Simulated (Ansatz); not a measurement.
# Ta: the cost of one run

Program: Ansatz 0.2.0. Level of theory: DFT PBEsol, scalar-relativistic, plane waves, PAW. These are calculated values, not measurements.

3 further runs of the same task are left out: 2 that didn't finish, 1 set aside as unsound or not needed.

### Step 1. Starting point

Symmetry: Fm-3m, No. 225, cubic system. Conventional cell: a = 4.220 Å, b = 4.220 Å, c = 4.220 Å, α = 90.00°, β = 90.00°, γ = 90.00°. Around Ta (site symmetry m-3m) lie 12 Ta at 2.98 Å.

Structure file:

```
CELL_PARAMETERS angstrom
0.00000 -2.11000 -2.11000
0.00000 2.11000 -2.11000
4.22000 0.00000 0.00000
ATOMIC_POSITIONS crystal
Ta 0.50000 0.50000 0.50000
Ta 0.00000 0.00000 0.00000
```

No relaxation comes first: the listed cell is the starting point.

### Step 2. Zero of energy

The cell is repeated 2 times, 2 atoms in all. The reference gives a free energy of -19612.4583 eV, pressure -5.88 GPa, largest force 0.000 eV/Å and gap on the mesh none (metal). It was computed beforehand with the settings of the runs below.

### Step 3. Next: freezing in a mode

Mode 6 of the phonon run on this cell, counted from the lowest, is frozen in: each atom moves by x times its row below, so x is the largest displacement.

```
atom      ux     uy     uz
 Ta1   1.000  0.000  0.000
 Ta2  -1.000  0.000  0.000
```

### Step 4. Point x = -0.300 Å

The input, input.yaml:

```yaml
crystal:
  lattice:
    - [0.0, -2.11, -2.11]
    - [0.0, 2.11, -2.11]
    - [4.22, 0.0, 0.0]
  atoms:
    - { symbol: Ta, position: [0.5, 0.5, 0.4289099526] }
    - { symbol: Ta, position: [0.0, 0.0, 0.0710900474] }
basis:
  ecutwfc: 420
kpoints:
  mp_grid: { grid: [16, 16, 12] }
hamiltonian:
  xc: pbesol
scf:
  occupations: { method: gaussian, width: 0.15 }
output:
  forces: true
  stress: true
  eigenvalues: true
```

Command:

```
$ ansatz run input.yaml --threads 2 --pin off --max-ram 5120MiB --backend cpu --events-out ev --progress --plain --runs-dir out
```

What time and memory should one allow on 2 threads of Intel Xeon Platinum 8259CL at 2.50GHz (Skylake/Cascade Lake), shared host?

About 6.4 s, with a peak of 0.49 GiB.
